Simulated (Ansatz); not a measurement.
# Sn3C: the cell at several levels of theory

Cell and atoms of Sn3C, ordered on the diamond lattice (P-4m2) with 4 atoms a cell are relaxed in turn with PBE and r2SCAN. This is a trial cell built on a prototype, not taken from a measured structure, and it needn't be the compound's ground state.

Program: Ansatz 0.2.0. PAW datasets, plane waves, zero pressure. The calculation is spin-unpolarised, and the structure need not be a phase that has been made.

## (1) The structure to begin with

This is the cell as the run starts from it, not yet at rest; its lengths are not the crystal's.

The symmetry is P-4m2 (No. 115, tetragonal); conventional cell a = 4.025 Å, c = 5.693 Å, 23.06 Å³ an atom. Around C lie 4 Sn at 2.47 Å; around Sn lie 2 C at 2.47 Å and 2 Sn at 2.47 Å; around Sn lie 4 Sn at 2.47 Å.

As a file:

```cif
data_structure
_symmetry_space_group_name_H-M 'P-4m2'
_symmetry_Int_Tables_number 115
_cell_length_a 4.0253
_cell_length_b 4.0253
_cell_length_c 5.6927
_cell_angle_alpha 90.000
_cell_angle_beta 90.000
_cell_angle_gamma 90.000
_cell_volume 92.24
loop_
_atom_site_label
_atom_site_type_symbol
_atom_site_symmetry_multiplicity
_atom_site_Wyckoff_symbol
_atom_site_fract_x
_atom_site_fract_y
_atom_site_fract_z
_atom_site_occupancy
C1 C 1 a 0.00000 0.00000 0.00000 1
Sn1 Sn 2 g 0.00000 0.50000 0.25000 1
Sn2 Sn 1 c 0.50000 0.50000 0.50000 1
```

## (2) Relaxation with PBE

File input.yaml:

```yaml
crystal:
  lattice:
    - [4.025328144, 0.0, 0.0]
    - [0.0, 4.025328144, 0.0]
    - [0.0, 0.0, 5.6926736542]
  atoms:
    - { symbol: C, position: [0.0, 0.0, 0.0] }
    - { symbol: Sn, position: [0.0, 0.5, 0.25] }
    - { symbol: Sn, position: [0.5, 0.5, 0.5] }
    - { symbol: Sn, position: [0.5, 0.0, 0.75] }
kpoints:
  mp_grid: { grid: [6, 6, 4] }
hamiltonian:
  xc: pbe
scf:
  occupations: { method: fermi_dirac, width: 0.02 }
relax:
  f_tol: 0.005
  cell: {}
```

Run with:

```
$ ansatz run input.yaml --threads 2 --pin off --max-ram 2211MiB --backend cpu --events-out ev --progress --plain --runs-dir out
```

The log of the run:

```text
Warning: RAYON_NUM_THREADS=2 ignored (pool sized by the plan → 2); use --threads N
Engine: ansatz 0.2.0, x86_64-unknown-linux-gnu
Pseudopotentials: kind: paw
Pseudopotential: C, paw, valence charge 4, recommended cutoff 420 eV (normal), C.paw.azcp
Pseudopotential: Sn, paw, valence charge 14, recommended cutoff 420 eV (normal), Sn.paw.azcp
Functional definition: PBE
  parameter kappa = 0.804
  parameter beta = 0.06672455060314922
  exchange = pbe_x(kappa = kappa, mu = beta*pi^2/3)
  correlation = pbe_c(beta = beta)
Crystal: 4 atoms, lattice volume = 92.240 Å³
Basis set: ecut = 420 eV, 1827 PW (Γ), exchange–correlation on 54×54×80 points (8 copies of the dense FFT grid, shifted against one another)
Bands: 28, of which v1, the nominal top of the filled ones, is band 23 counted from 1 (22 counted from 0)
Symmetry: 8 space group operations
Space group: P-4m2 (ITA 115), of the structure as read, at distance tolerance 4.5e-5 Å
k-points: 30 of 144 (time reversal used)
Non-local potential: C, projectors of the file, l = 0: 2, l = 1: 2, l = 2: 1
Non-local potential: Sn, projectors of the file, l = 0: 2, l = 1: 2, l = 2: 2, l = 3: 2
PAW form: soft (Blöchl's): semilocal exchange-correlation on the pseudo side does not see the compensation charge
PAW one-centre angular grid: C, 110 points (default); XC on 64 Gauss nodes
PAW one-centre angular grid: Sn, 590 points (default); XC on 64 Gauss nodes
Initial density: superposition of atomic densities (neutral atoms: chi_scale 0, normalization atom), corrected by the library's trained network
Initial wavefunctions: pseudopotential atomic-orbital guess
Functional: x = pbe(κ = 0.804, μ = 0.2195149727645171), c = pbe(β = 0.06672455060314922)
SCF iter   1: F=—  HF=-18317.997761 eV  |F-HF|=—  |Δ(HF+E_count)|=         —  Δρ=2.55e-3  dr2=1.42e-2  ethr=1.77e-3  ⟨swp⟩=8.0  Hψ=4132  notcnv=0
preconditioner: auto → LDOS  [insulator: Δε(μ)=0.126 eV  Ē_g=19.158 eV  σ=0.020 eV  W_gap=0.50  n_scr=20 (ndim 8)  ℏωp=26.2 eV  f_vac=0.013  D(μ)=0.71/eV (n_scr^D=2)  ε∞_Penn≈2.9  β→1.0]
SCF iter   2: F=—  HF=-18317.996499 eV  |F-HF|=—  |Δ(HF+E_count)|=   1.26e-3  Δρ=9.52e-4  dr2=8.67e-4  ethr=3.08e-5  ⟨swp⟩=3.8  Hψ=1972  notcnv=0  defer=25
SCF iter   3: F=—  HF=-18317.996334 eV  |F-HF|=—  |Δ(HF+E_count)|=   1.65e-4  Δρ=4.84e-4  dr2=2.58e-4  ethr=1.88e-6  ⟨swp⟩=2.0  Hψ=1628  notcnv=0  defer=25
SCF iter   4: F=—  HF=-18317.996246 eV  |F-HF|=—  |Δ(HF+E_count)|=   8.83e-5  Δρ=1.25e-4  dr2=2.40e-5  ethr=5.62e-7  ⟨swp⟩=2.0  Hψ=1499  notcnv=0  defer=25
SCF iter   5: F=—  HF=-18317.996260 eV  |F-HF|=—  |Δ(HF+E_count)|=   1.41e-5  Δρ=2.98e-5  dr2=1.10e-6  ethr=5.21e-8  ⟨swp⟩=2.0  Hψ=1503  notcnv=0  defer=25
SCF iter   6: F=-18317.996260 eV  HF=-18317.996260 eV  |F-HF|=3.60e-9  |Δ(HF+E_count)|=   3.46e-7  Δρ=4.09e-6  dr2=1.23e-8  ethr=2.17e-10  ⟨swp⟩=3.9  Hψ=3666  notcnv=0
SCF 1 converged in 6 iterations: F = -18317.996260 eV  dr2 = 1.23e-8
relax step   1: F+E_penalty+E_count = -18317.99625981 eV  Δ(F+E_penalty+E_count) = +0.000e0 eV  max|allowed force component| = 6.162e0 eV/Å  Δτ_max = 0.0000 Å  P = +16.209 GPa  Ω = 92.240 Å³  (6 SCF iters, dr2 threshold 1.00e-7 eV, accepted)
Crystal: 4 atoms, lattice volume = 96.043 Å³
Basis set: ecut = 420 eV, 1875 PW (Γ), exchange–correlation on 54×54×80 points (8 copies of the dense FFT grid, shifted against one another)
Initial density: handed on by an earlier stage of this run
Initial wavefunctions: those handed on with the density
iter 1 solved again at ethr=1.46e-4 eV; its pass at ethr=3.10e-3 eV (dr2=6.74e-2 eV) is discarded
SCF iter   1: F=—  HF=-18319.912863 eV  |F-HF|=—  |Δ(HF+E_count)|=         —  Δρ=1.15e-2  dr2=6.77e-2  ethr=1.46e-4  ⟨swp⟩=1.7  Hψ=5182  notcnv=0
preconditioner: auto → LDOS  [insulator: Δε(μ)=0.054 eV  Ē_g=18.853 eV  σ=0.020 eV  W_gap=0.53  n_scr=20 (ndim 8)  ℏωp=25.7 eV  f_vac=0.029  D(μ)=0.91/eV (n_scr^D=2)  ε∞_Penn≈2.9  β→1.0]
SCF iter   2: F=—  HF=-18319.901995 eV  |F-HF|=—  |Δ(HF+E_count)|=   1.09e-2  Δρ=3.10e-3  dr2=6.30e-3  ethr=1.46e-4  ⟨swp⟩=2.9  Hψ=1749  notcnv=0
SCF iter   3: F=—  HF=-18319.899665 eV  |F-HF|=—  |Δ(HF+E_count)|=   2.33e-3  Δρ=1.19e-3  dr2=1.36e-3  ethr=1.37e-5  ⟨swp⟩=3.0  Hψ=1780  notcnv=0
SCF iter   4: F=—  HF=-18319.899006 eV  |F-HF|=—  |Δ(HF+E_count)|=   6.59e-4  Δρ=1.86e-4  dr2=2.55e-5  ethr=2.96e-6  ⟨swp⟩=2.0  Hψ=1675  notcnv=0
SCF iter   5: F=—  HF=-18319.899026 eV  |F-HF|=—  |Δ(HF+E_count)|=   1.99e-5  Δρ=3.60e-5  dr2=1.32e-6  ethr=5.54e-8  ⟨swp⟩=2.0  Hψ=1530  notcnv=0
SCF iter   6: F=-18319.899027 eV  HF=-18319.899027 eV  |F-HF|=1.23e-7  |Δ(HF+E_count)|=   1.13e-6  Δρ=1.34e-5  dr2=1.93e-7  ethr=8.70e-10  ⟨swp⟩=5.0  Hψ=3224  notcnv=0
SCF 2 converged in 6 iterations: F = -18319.899027 eV  dr2 = 1.93e-7
relax step   2: F+E_penalty+E_count = -18319.89902704 eV  Δ(F+E_penalty+E_count) = -1.903e0 eV  max|allowed force component| = 2.443e0 eV/Å  Δτ_max = 0.1950 Å  P = +6.062 GPa  Ω = 96.043 Å³  energy of the carried Pulay correction = -2.346e-3 eV  (6 SCF iters, dr2 threshold 4.00e-7 eV, accepted)
Crystal: 4 atoms, lattice volume = 98.284 Å³
Basis set: ecut = 420 eV, 1933 PW (Γ), exchange–correlation on 54×54×80 points (8 copies of the dense FFT grid, shifted against one another)
iter 1 solved again at ethr=4.49e-4 eV; its pass at ethr=3.10e-3 eV (dr2=2.07e-1 eV) is discarded
SCF iter   1: F=—  HF=-18320.459675 eV  |F-HF|=—  |Δ(HF+E_count)|=         —  Δρ=1.23e-2  dr2=2.08e-1  ethr=4.49e-4  ⟨swp⟩=1.0  Hψ=5181  notcnv=0
preconditioner: auto → LDOS  [metal: Δε(μ)=0.017 eV  Ē_g=18.589 eV  σ=0.020 eV  W_gap=0.21  n_scr=20 (ndim 8)  ℏωp=25.4 eV  f_vac=0.031  D(μ)=3.24/eV (n_scr^D=28)  β→1.0]
SCF iter   2: F=—  HF=-18320.439600 eV  |F-HF|=—  |Δ(HF+E_count)|=   2.01e-2  Δρ=3.96e-3  dr2=1.87e-2  ethr=4.49e-4  ⟨swp⟩=3.2  Hψ=1674  notcnv=0
SCF iter   3: F=—  HF=-18320.438216 eV  |F-HF|=—  |Δ(HF+E_count)|=   1.38e-3  Δρ=2.80e-3  dr2=1.32e-2  ethr=4.07e-5  ⟨swp⟩=3.0  Hψ=1841  notcnv=0  defer=3
SCF iter   4: F=—  HF=-18320.434406 eV  |F-HF|=—  |Δ(HF+E_count)|=   3.81e-3  Δρ=8.55e-4  dr2=1.11e-3  ethr=2.88e-5  ⟨swp⟩=2.8  Hψ=1742  notcnv=0  defer=3
SCF iter   5: F=—  HF=-18320.434345 eV  |F-HF|=—  |Δ(HF+E_count)|=   6.10e-5  Δρ=2.35e-4  dr2=6.24e-5  ethr=2.42e-6  ⟨swp⟩=2.9  Hψ=1545  notcnv=0  defer=3
SCF iter   6: F=—  HF=-18320.434365 eV  |F-HF|=—  |Δ(HF+E_count)|=   2.05e-5  Δρ=8.47e-5  dr2=8.78e-6  ethr=1.36e-7  ⟨swp⟩=2.0  Hψ=1528  notcnv=0  defer=3
SCF iter   7: F=—  HF=-18320.434362 eV  |F-HF|=—  |Δ(HF+E_count)|=   3.17e-6  Δρ=2.48e-5  dr2=5.98e-7  ethr=1.91e-8  ⟨swp⟩=2.0  Hψ=1527  notcnv=0  defer=3
SCF iter   8: F=-18320.434362 eV  HF=-18320.434362 eV  |F-HF|=7.16e-9  |Δ(HF+E_count)|=   2.59e-7  Δρ=3.94e-6  dr2=2.16e-8  ethr=8.70e-10  ⟨swp⟩=4.9  Hψ=2679  notcnv=0
SCF 3 converged in 8 iterations: F = -18320.434362 eV  dr2 = 2.16e-8
relax step   3: F+E_penalty+E_count = -18320.43436249 eV  Δ(F+E_penalty+E_count) = -5.353e-1 eV  max|allowed force component| = 7.433e-1 eV/Å  Δτ_max = 0.1398 Å  P = +2.529 GPa  Ω = 98.284 Å³  energy of the carried Pulay correction = -3.685e-3 eV  (8 SCF iters, dr2 threshold 4.00e-7 eV, accepted)
[... from here on, the SCF cycles and remarks between the steps are left out ...]
relax step   4: F+E_penalty+E_count = -18320.59946834 eV  Δ(F+E_penalty+E_count) = -1.651e-1 eV  max|allowed force component| = 1.013e-1 eV/Å  Δτ_max = 0.0718 Å  P = +0.950 GPa  Ω = 100.334 Å³  energy of the carried Pulay correction = -4.882e-3 eV  (6 SCF iters, dr2 threshold 4.00e-7 eV, accepted)
relax step   5: F+E_penalty+E_count = -18320.63606817 eV  Δ(F+E_penalty+E_count) = -3.660e-2 eV  max|allowed force component| = 2.711e-1 eV/Å  Δτ_max = 0.0300 Å  P = -0.284 GPa  Ω = 102.264 Å³  energy of the carried Pulay correction = -5.986e-3 eV  (6 SCF iters, dr2 threshold 4.00e-7 eV, accepted)
relax step   6: F+E_penalty+E_count = -18320.64107184 eV  Δ(F+E_penalty+E_count) = -5.004e-3 eV  max|allowed force component| = 1.546e-2 eV/Å  Δτ_max = 0.0206 Å  P = -0.780 GPa  Ω = 103.007 Å³  energy of the carried Pulay correction = -6.405e-3 eV  (5 SCF iters, dr2 threshold 4.00e-7 eV, accepted)
relax step   7: F+E_penalty+E_count = -18320.64697745 eV  Δ(F+E_penalty+E_count) = -5.906e-3 eV  max|allowed force component| = 7.862e-3 eV/Å  Δτ_max = 0.0024 Å  P = -0.188 GPa  Ω = 101.788 Å³  energy of the carried Pulay correction = -5.715e-3 eV  (5 SCF iters, dr2 threshold 4.00e-7 eV, accepted)
relax step   8: F+E_penalty+E_count = -18320.64749246 eV  Δ(F+E_penalty+E_count) = -5.150e-4 eV  max|allowed force component| = 2.505e-3 eV/Å  Δτ_max = 0.0011 Å  P = -0.028 GPa  Ω = 101.466 Å³  energy of the carried Pulay correction = -5.532e-3 eV  (5 SCF iters, dr2 threshold 1.39e-7 eV, accepted)
relax step   9: F+E_penalty+E_count = -18320.67095779 eV  Δ(F+E_penalty+E_count) = -2.347e-2 eV  max|allowed force component| = 5.926e-3 eV/Å  Δτ_max = 0.0000 Å  P = +0.197 GPa  Ω = 101.466 Å³  stress off target by 6.41e-1 GPa  SCF on the basis re-selected at this cell (its energy is not comparable with the rows above)  (7 SCF iters)
relax step  10: F+E_penalty+E_count = -18320.67306123 eV  Δ(F+E_penalty+E_count) = -2.103e-3 eV  max|allowed force component| = 1.151e-3 eV/Å  Δτ_max = 0.0002 Å  P = -0.048 GPa  Ω = 101.766 Å³  energy of the carried Pulay correction = -1.777e-4 eV  (5 SCF iters, dr2 threshold 4.00e-7 eV, accepted)
relax step  11: F+E_penalty+E_count = -18320.67312755 eV  Δ(F+E_penalty+E_count) = -6.631e-5 eV  max|allowed force component| = 2.246e-4 eV/Å  Δτ_max = 0.0001 Å  P = -0.001 GPa  Ω = 101.686 Å³  energy of the carried Pulay correction = -1.331e-4 eV  (4 SCF iters, dr2 threshold 1.52e-8 eV, accepted)
iter 1 solved again at ethr=3.30e-7 eV; its pass at ethr=3.10e-3 eV (dr2=1.52e-4 eV) is discarded
SCF iter   1: F=—  HF=-18320.673310 eV  |F-HF|=—  |Δ(HF+E_count)|=         —  Δρ=2.18e-5  dr2=7.27e-8  ethr=3.30e-7  ⟨swp⟩=3.0  Hψ=5949  notcnv=0
eigensolver tolerance schedule: the retry pair's looser diagonalisation over-reported the residual by 2084.25 of it (diagonalisation noise at 0.28 of the residual, at the tolerance the schedule requests for it); recorded, not acted on — ethr = c·dr2/N_el stays at c = 1.0e-1
preconditioner: auto → LDOS  [metal: Δε(μ)=0.025 eV  Ē_g=18.399 eV  σ=0.020 eV  W_gap=0.29  n_scr=20 (ndim 8)  ℏωp=25.0 eV  f_vac=0.011  D(μ)=2.48/eV (n_scr^D=16)  β→1.0]
SCF iter   2: F=—  HF=-18320.673328 eV  |F-HF|=—  |Δ(HF+E_count)|=   1.77e-5  Δρ=3.23e-6  dr2=1.07e-8  ethr=1.58e-10  ⟨swp⟩=3.1  Hψ=1692  notcnv=0
SCF iter   3: F=—  HF=-18320.673328 eV  |F-HF|=—  |Δ(HF+E_count)|=   2.10e-9  Δρ=1.49e-6  dr2=2.37e-9  ethr=2.32e-11  ⟨swp⟩=2.0  Hψ=1530  notcnv=0
SCF iter   4: F=—  HF=-18320.673328 eV  |F-HF|=—  |Δ(HF+E_count)|=  9.02e-10  Δρ=3.44e-7  dr2=1.10e-10  ethr=5.15e-12  ⟨swp⟩=2.0  Hψ=1530  notcnv=0
SCF iter   5: F=-18320.673328 eV  HF=-18320.673328 eV  |F-HF|=7.28e-12  |Δ(HF+E_count)|=  1.46e-11  Δρ=1.08e-7  dr2=1.64e-11  ethr=1.00e-12  ⟨swp⟩=5.0  Hψ=3110  notcnv=0
SCF 12 converged in 5 iterations: F = -18320.673328 eV  dr2 = 1.64e-11
relax step  12: F+E_penalty+E_count = -18320.67332755 eV  Δ(F+E_penalty+E_count) = -2.000e-4 eV  max|allowed force component| = 2.212e-4 eV/Å  Δτ_max = 0.0000 Å  P = -0.002 GPa  Ω = 101.686 Å³  stress off target by 5.16e-3 GPa  SCF on the basis re-selected at this cell (its energy is not comparable with the rows above)  (5 SCF iters)
basis re-selected at this cell: Δ(F+E_penalty+E_count) = -2.000e-4 eV, ΔP = -0.000 GPa vs the last step (what re-selecting the basis moved, of the pressure what is left beyond the Pulay correction that the steps carried, after the strain that the cell walked since its last selection, with what the two solves' SCF thresholds leave and, on support functions, any second-order correction that the steps lacked; it is no measure of the basis error at this ecutwfc). This SCF's stress stands 5.16e-3 GPa from its target on what of the cell is left free (relax.cell.stress_tol is 5.00e-2 GPa) and its largest allowed force component is 2.21e-4 eV/Å (relax.f_tol is 5.00e-3 eV/Å): within both
SCF converged after 5 iterations
Free energy (F): -18320.673328 eV
Harris-Foulkes:  -18320.673328 eV  (|F-HF|=7.28e-12)
Internal energy: -18320.670446 eV  (E = F + TS)
E sigma→0 (E₀):  -18320.671887 eV
Entropy (-TS):   -0.002882 eV (-0.720 meV/atom)
Fermi energy:    9.092560 eV
--- Per-component energies (eV) ---
  E_band       = -319.660590
  E_kinetic    = 642.504492
  E_local      = -3137.071507  (includes V_loc(G=0)·N_el)
  E_nonlocal   = -68.800551
  E_hartree    = 1832.117495
  E_xc         = -1192.537521
  E_vxc        = -343.744965  (∫ρ·V_xc dr)
  E_paw        = -12510.714366  (= ΣΔE_a)
  E_vpaw       = -1076.783009  (= ΣTr[D̂ρ^β])
  E_aug_tail   = 0.000004  (compensation charges beyond the density's cutoff)
  E_ewald      = -3886.168491
  E_smearing   = -0.002882  (= −TS)
  E_closure    = -0.000000  (closes the sum)
  Σ components = -18320.673328   (vs F -18320.673328, Δ=0.00e0)
--- Forces (eV/Å), atoms counted from 1 ---
  atom   1  C      0.00000000     0.00000000    -0.00000000
  atom   2  Sn     0.00000000     0.00000000     0.00022116
  atom   3  Sn     0.00000000     0.00000000    -0.00000000
  atom   4  Sn     0.00000000     0.00000000    -0.00022116
  max |Σ_I F_I| component: 1.60e-16 eV/Å
--- Stress (GPa, compression-positive) ---
       -0.005157       0.000000       0.000000
        0.000000      -0.005157      -0.000000
        0.000000      -0.000000       0.004829
  P = ⅓ Tr σ = -0.0018 GPa (-0.018 kbar)
--- Relaxed structure (10 steps of the walk, 10 accepted, 2 SCFs on fresh bases) ---
  F+E_penalty+E_count = -18320.67332755 eV   max|allowed force component| = 2.212e-4 eV/Å   (the final SCF, on the basis selected at the relaxed cell)
  cell:  # Å, volume = 101.6860 Å³
    - [3.891953026720631, -1.4155420279171027e-33, 2.2048139465133056e-32]
    - [-1.4155420279171027e-33, 3.891953026720631, 0.0]
    - [3.1180777856427653e-32, 0.0, 6.713144007765429]
  atoms:
    - { symbol: C, position: [-6.641524388607787e-33, -5.279423502676166e-82, 2.8568355706257388e-19] }
    - { symbol: Sn, position: [-8.160612362229019e-33, 0.5, 0.17757408304061428] }
    - { symbol: Sn, position: [0.5, 0.5, 0.49999999999999994] }
    - { symbol: Sn, position: [0.5, -2.396466272478292e-66, 0.8224259169593857] }
```

Run time: 20 s. Hardware: 2 threads of Intel Xeon 6975P-C (Granite Rapids), shared host; peak memory 0.43 GiB.

Ionic steps:

```
step  energy change (meV/atom)  largest force (eV/Å)  pressure (GPa)  volume (Å³/atom)
   1                       0.0                6.1623           16.21            23.060
   2                    -475.7                2.4428            6.06            24.011
   3                    -609.5                0.7433            2.53            24.571
   4                    -650.8                0.1013            0.95            25.083
   5                    -660.0                0.2711           -0.28            25.566
   6                    -661.2                0.0155           -0.78            25.752
   7                    -662.7                0.0079           -0.19            25.447
   8                    -662.8                0.0025           -0.03            25.366
   9                    -668.7                0.0059            0.20            25.366
  10                    -669.2                0.0012           -0.05            25.441
  11                    -669.2                0.0002            0.00            25.421
  12                    -669.3                0.0002            0.00            25.421
```

Steps 9, 12 solve the same cell on a plane-wave basis chosen anew, so the energy can jump there without a move.

The table lists every geometry solved, with passes on a fresh basis, whose energies don't compare exactly with the rows above.

|  | before | after | change |
| --- | --- | --- | --- |
| a (Å) | 4.025 | 3.892 | -3.31 % |
| c (Å) | 5.693 | 6.713 | +17.93 % |
| volume (Å³/atom) | 23.060 | 25.421 | +10.24 % |
| shortest distance (Å) | 2.465 | 2.282 | -7.42 % |
| space group | P-4m2 | P-4m2 | same |

[end of part 1 of 2]
